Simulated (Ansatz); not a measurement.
**UHF/6-31G(d) (spherical functions) run of C2H6Ga (SMILES C[Ga]C)**

What is the energy change on altering one bond length of C2H6Ga at UHF/6-31G* (spherical functions)? 

Program for the calculation: Ansatz 0.2.0.

70 further runs of the same task are left out: 1 that didn't finish, 69 set aside as unsound or not needed.

## (1) The structure to begin with

The species is C2H6Ga (9 atoms), meant as a doublet with charge 0. SMILES: `C[Ga]C`. The coordinates come from a PBE0-D4/def2-TZVP relaxation.

Bond lengths: C1–Ga2 1.998 Å, Ga2–C3 1.998 Å, C1–H4 1.095 Å, C1–H5 1.095 Å, C1–H6 1.089 Å, C3–H7 1.089 Å, C3–H8 1.095 Å, C3–H9 1.095 Å. Some angles: C1–Ga2–C3 118.1°, Ga2–C1–H4 108.6°, Ga2–C1–H5 108.9°, Ga2–C1–H6 113.3°, Ga2–C3–H7 113.3°, Ga2–C3–H8 108.8°, Ga2–C3–H9 108.7°, H4–C1–H5 107.9°, H4–C1–H6 109.0°, H5–C1–H6 109.1°.

## (2) A single-point energy at UHF/6-31G(d) (spherical functions)

in.yaml

```yaml
crystal:
  periodic: [false, false, false]
  atoms:
    - {symbol: C, position_ang: [-1.246620, 1.163020, 0.175280]}
    - {symbol: Ga, position_ang: [0.456630, 0.385560, 0.873010]}
    - {symbol: C, position_ang: [1.273950, -1.139610, -0.126050]}
    - {symbol: H, position_ang: [-2.014290, 0.382510, 0.177460]}
    - {symbol: H, position_ang: [-1.092470, 1.479700, -0.861100]}
    - {symbol: H, position_ang: [-1.602690, 2.011340, 0.758180]}
    - {symbol: H, position_ang: [2.201980, -1.496820, 0.318200]}
    - {symbol: H, position_ang: [1.469380, -0.822030, -1.155250]}
    - {symbol: H, position_ang: [0.554120, -1.963680, -0.159730]}
basis:
  gaussian:
    orbitals: 6-31G_st_-spherical.json
magnetization:
  spin_polarized: true
  initial_magnetization: 1
hamiltonian:
  xc: hf
accuracy: high
output: {orbitals: {seedname: orbitals}}
```

The basis set 6-31G* is read from a file made from the Basis Set Exchange's data (not shown).

Started as:

```
$ ansatz run in.yaml --threads 1 --pin off --max-ram 3480MiB --events-out events.jsonl --progress --plain --runs-dir runs
```

The program printed:

```text
Warning: RAYON_NUM_THREADS=1 ignored (pool sized by the plan → 1); use --threads N
Functional definition: HF
  name "HF"
  exchange = exact_x
  correlation = 0
1662 factors; integrals over basis functions are off by at most 4.7e-9 eV
mean field evaluation 1: about -54478.7502 eV, gradient 2.0e1 eV
mean field evaluation 2: about -54478.8053 eV, gradient 2.0e1 eV
mean field evaluation 4: about -54481.4103 eV, gradient 2.3e0 eV
mean field evaluation 8: about -54481.5011 eV, gradient 1.9e-1 eV
mean field evaluation 16: about -54481.5024 eV, gradient 8.8e-8 eV
mean field -54481.50236546 eV, -2002.1582830421 hartree, gradient 8.8e-8 eV, S^2 0.755469; 0 other end points of the search recorded, 0 dependent functions left out
reference -54481.50236546 eV, -2002.1582830421 hartree; 25, 24 occupied and 47, 48 virtual orbitals, 1662 factors
Total energy: -54481.50236546 eV, -2002.1582830421 hartree
```

Wall time 2.7 s (1 thread of Arm Neoverse V2, shared host); peak memory 0.24 GiB.

## (3) The distorted shape

input.yaml

```yaml
crystal:
  periodic: [false, false, false]
  atoms:
    - {symbol: C, position_ang: [-2.360274, 1.591679, -0.357829]}
    - {symbol: Ga, position_ang: [-0.657024, 0.814219, 0.339901]}
    - {symbol: C, position_ang: [0.160296, -0.710951, -0.659159]}
    - {symbol: H, position_ang: [-3.127944, 0.811169, -0.355649]}
    - {symbol: H, position_ang: [-2.206124, 1.908359, -1.394209]}
    - {symbol: H, position_ang: [-2.716344, 2.439999, 0.225071]}
    - {symbol: H, position_ang: [2.201980, -1.496820, 0.318200]}
    - {symbol: H, position_ang: [0.355726, -0.393371, -1.688359]}
    - {symbol: H, position_ang: [-0.559534, -1.535021, -0.692839]}
basis:
  gaussian: {orbitals: 6-31G_st_-spherical.json}
magnetization: {spin_polarized: true, initial_magnetization: 1}
hamiltonian: {xc: hf}
accuracy: high
output: {orbitals: {seedname: orbitals}}
```

The basis set 6-31G* is read from a file made from the Basis Set Exchange's data (not shown).

Started as:

```
$ ansatz run input.yaml --threads 1 --pin off --max-ram 3480MiB --events-out events.jsonl --progress --plain --runs-dir runs
```

The program printed:

```text
Warning: RAYON_NUM_THREADS=1 ignored (pool sized by the plan → 1); use --threads N
[... 4 set-up lines as earlier in the session ...]
1664 factors; integrals over basis functions are off by at most 4.7e-9 eV
mean field evaluation 1: about -54471.5653 eV, gradient 2.0e1 eV
mean field evaluation 2: about -54471.6187 eV, gradient 2.0e1 eV
mean field evaluation 4: about -54474.6817 eV, gradient 3.6e0 eV
mean field evaluation 8: about -54475.5616 eV, gradient 7.8e-1 eV
mean field evaluation 16: about -54476.9323 eV, gradient 7.2e0 eV
mean field evaluation 32: about -54477.5426 eV, gradient 1.3e0 eV
mean field evaluation 64: about -54475.1257 eV, gradient 1.2e1 eV
mean field evaluation 96: about -54477.1522 eV, gradient 1.5e0 eV
mean field -54477.78223808 eV, -2002.0215708823 hartree, gradient 2.3e-8 eV, S^2 1.659585; 3 other end points of the search recorded, 0 dependent functions left out
reference -54477.78223808 eV, -2002.0215708823 hartree; 25, 24 occupied and 47, 48 virtual orbitals, 1664 factors
Total energy: -54477.78223808 eV, -2002.0215708823 hartree
```

It took 6.6 s on 1 thread of Arm Neoverse V2, shared host; peak memory 0.32 GiB.

## (4) Summary of results

At UHF/6-31G* (spherical functions):

```
                                                         quantity           value
                                        first shape: total energy  -2002.15828 Eh
                  first shape: HOMO energy (highest over α and β)        -7.37 eV
                   first shape: LUMO energy (lowest over α and β)         1.35 eV
                                                first shape: ⟨S²⟩           0.755
                                    distorted shape: total energy  -2002.02157 Eh
              distorted shape: HOMO energy (highest over α and β)        -7.49 eV
               distorted shape: LUMO energy (lowest over α and β)         1.28 eV
                                            distorted shape: ⟨S²⟩           1.660
energy change with the C3–H7 bond stretched from 1.089 to 2.396 Å        3.720 eV
```

**Reading.** With the C3–H7 bond stretched from 1.089 to 2.396 Å the energy rises by 3.72 eV (359 kJ/mol). The first shape isn't relaxed at this level, so the change isn't measured from a minimum. ⟨S²⟩ (distorted shape) is 1.66 where a pure doublet has 0.75: the reference is spin-contaminated.
